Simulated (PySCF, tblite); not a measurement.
# C₉H₈O: geometry, infrared bands and NMR shifts

Wanted: the infrared bands and NMR shifts of C₉H₈O (`C#C[C@@]12CC=C[C@@H]1[C@@H]2C=O`), by calculation.

The runs use tblite 0.8.0 and PySCF 2.14.0, with density-fitted response routines of our own; the level of theory stands in each step. All values are computed, except where a source is named. Atoms are numbered from 0 throughout.

## Step 1: The starting structure

18 atoms, charge 0, multiplicity 1; geometry from: force field or distance geometry start.

Bonds of the start (Å): C0–C1 1.19, C1–C2 1.50, C2–C3 1.46, C3–C4 1.48, C4–C5 1.34, C5–C6 1.47, C6–C7 1.51, C7–C8 1.49, C8–O9 1.22, C6–C2 1.50, C7–C2 1.49, C0–H10 1.07, C3–H11 1.14, C3–H12 1.13, C4–H13 1.10, C5–H14 1.10, C6–H15 1.09, C7–H16 1.10, C8–H17 1.09.

## Step 2: Relaxing the molecule with GFN2-xTB

What the job is given:

```
{"job": {"kind": "relax", "xc": "GFN2-xTB", "basis": "xTB"}, "charge": 0, "multiplicity": 1}
C     -3.221300     0.674800     0.206200
C     -2.050600     0.446100     0.209500
C     -0.582100     0.139100     0.255600
C     -0.115700    -1.027100     0.995400
C      1.010000    -1.590400     0.222100
C      1.092700    -1.038000    -0.990900
C      0.018400    -0.046900    -1.111700
C      0.288100     1.210800    -0.314000
C      1.661100     1.448400     0.203800
O      2.140200     2.568100     0.171700
H     -4.272600     0.889100     0.211900
H     -0.945900    -1.802900     0.981700
H      0.164300    -0.819200     2.066800
H      1.679200    -2.369400     0.619000
H      1.865900    -1.308000    -1.720300
H     -0.718800    -0.057000    -1.915800
H     -0.228200     2.093400    -0.717500
H      2.206500     0.595500     0.614800
```

Command:

```sh
> OMP_NUM_THREADS=1 python probes_run.py task.json out
```

This one command runs all jobs of the session in turn.

**Question.** This job is followed by: GFN2-xTB harmonic vibrations, gas phase; GIAO PBE0/pcSseg-1 NMR shielding, non-relativistic, gas phase. What will the session give for the following? strongest single infrared mode (GFN2-xTB); zero-point energy (GFN2-xTB); 13C shifts against TMS (PBE0/pcSseg-1); 1H shifts against TMS (PBE0/pcSseg-1); 17O shifts against H2O (PBE0/pcSseg-1).

The runs gave:

| quantity | value |
| --- | --- |
| strongest single infrared mode (GFN2-xTB) | 1749 cm⁻¹, 479 km/mol |
| zero-point energy (GFN2-xTB) | 85.9 kcal/mol |
| 13C shifts against TMS (PBE0/pcSseg-1) | 204.9, 142.2, 136.1, 89.7, 76.6, 48.7, 44.5, 38.8, 30.6 ppm |
| 1H shifts against TMS (PBE0/pcSseg-1) | 9.43, 6.07, 6.04, 3.17, 2.97, 2.88, 1.87, 1.70 ppm |
| 17O shifts against H2O (PBE0/pcSseg-1) | 724.8 ppm |

The optimisation took 61 steps and gained 0.704 eV; among the close pairs (by a distance rule), C1–C2 changed most, from 1.501 to 1.423 Å. All 48 modes are real, so the xTB geometry is a minimum. The strongest single mode, at 1749 cm⁻¹, moves mainly C8 and O9. Unscaled tight-binding wavenumbers are off by several per cent, some by more. Its intensities can rank the bands wrongly. The most deshielded carbon is C8 (aldehyde carbonyl carbon), at 204.9 ppm: the double bond to the heteroatom, with no lone-pair donor beside it, deshields it most. H17 (hydrogen on an aldehyde carbonyl carbon) lies farthest downfield among hydrogen, at 9.43 ppm; the C=O anisotropy and electron withdrawal place aldehyde protons far downfield. At PBE0/pcSseg-1: The largest span, 1474 ppm, is at O9, where the paramagnetic term is -783 ppm.
